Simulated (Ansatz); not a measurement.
**CH6AsGaSi: basis-set convergence**

One table from this session's results is given with a row withheld; the runs are named, their logs left out.

Program: Ansatz 0.2.0, Gaussian basis. Level of theory: one geometry, several basis sets. These are calculated values, not measurements.

The runs, in order: PBE0-D4/def2-SVP; ωB97M-V/def2-SVP; PBE0-D4/def2-QZVPP; ωB97M-V/def2-QZVPP; the functionals' def2-TZVPP values are taken from earlier runs.

### The relaxed structure

All runs share one geometry, relaxed beforehand with PBE0-D4 in a triple-zeta def2 set.

SMILES `[SiH3][As]1[CH2][GaH]1`, 10 atoms, charge 0, spin multiplicity 1.

Atoms are counted from 1 here; the program's logs count them from 0.

Bond lengths: Si1–As2 2.314 Å, Si1–H5 1.580 Å, Si1–H6 1.489 Å, Si1–H7 1.483 Å, As2–C3 2.056 Å, As2–Ga4 2.457 Å, C3–Ga4 1.941 Å, C3–H8 1.086 Å, C3–H9 1.087 Å, Ga4–H10 1.537 Å. Angles: As2–Si1–H5 103.7°, As2–Si1–H6 118.7°, As2–Si1–H7 117.6°, H5–Si1–H6 98.0°, H5–Si1–H7 104.8°, H6–Si1–H7 110.5°, Si1–As2–C3 86.3°, Si1–As2–Ga4 68.3°, C3–As2–Ga4 50.0°, As2–C3–Ga4 75.8°, As2–C3–H8 116.5°, As2–C3–H9 109.2°, Ga4–C3–H8 122.2°, Ga4–C3–H9 116.0°, H8–C3–H9 111.8°, As2–Ga4–C3 54.2°, As2–Ga4–H10 141.2°, C3–Ga4–H10 156.8°.

Set-up of the first run:

The input, in.yaml:

```yaml
crystal:
  periodic: [false, false, false]
  atoms:
    - {symbol: Si, position_ang: [-0.954217, 0.444678, 1.107369]}
    - {symbol: As, position_ang: [1.357172, 0.466184, 0.998912]}
    - {symbol: C, position_ang: [1.171116, -1.014006, -0.415526]}
    - {symbol: Ga, position_ang: [0.341188, 0.536126, -1.237229]}
    - {symbol: H, position_ang: [-1.399146, 0.327631, -0.404074]}
    - {symbol: H, position_ang: [-1.635419, -0.776004, 1.619286]}
    - {symbol: H, position_ang: [-1.631238, 1.665463, 1.609422]}
    - {symbol: H, position_ang: [0.599164, -1.891158, -0.126436]}
    - {symbol: H, position_ang: [2.157781, -1.280473, -0.787032]}
    - {symbol: H, position_ang: [-0.006391, 1.521559, -2.364701]}
basis:
  gaussian: {orbitals: def2-SVP}
hamiltonian: {xc: pbe0, dispersion: d4}
output: {orbitals: {seedname: orbitals}}
```

On the command line:

```sh
$ ansatz run in.yaml --threads 4 --pin off --events-out ev --progress --plain --max-ram 10444MiB
```

Steps of the session up to this table: PBE0-D4 in def2-SVP; ωB97M-V in def2-SVP; PBE0-D4 in def2-QZVPP; ωB97M-V in def2-QZVPP.

One of the session's tables, all rows but one given; the rest of the session is left out.

It belongs to the step «Density functionals: the series». 

```
functional       basis  HOMO (eV)
   PBE0-D4    def2-SVP      -6.01
   PBE0-D4  def2-TZVPP      -6.01
   PBE0-D4  def2-QZVPP      -6.03
   ωB97M-V    def2-SVP      -7.91
   ωB97M-V  def2-TZVPP      -7.93
   ωB97M-V  def2-QZVPP          ?
```

Q: Estimate the row for ωB97M-V, def2-QZVPP from the others.

The run gave: HOMO (eV): -7.95. In the column «HOMO (eV)» it is the lowest.
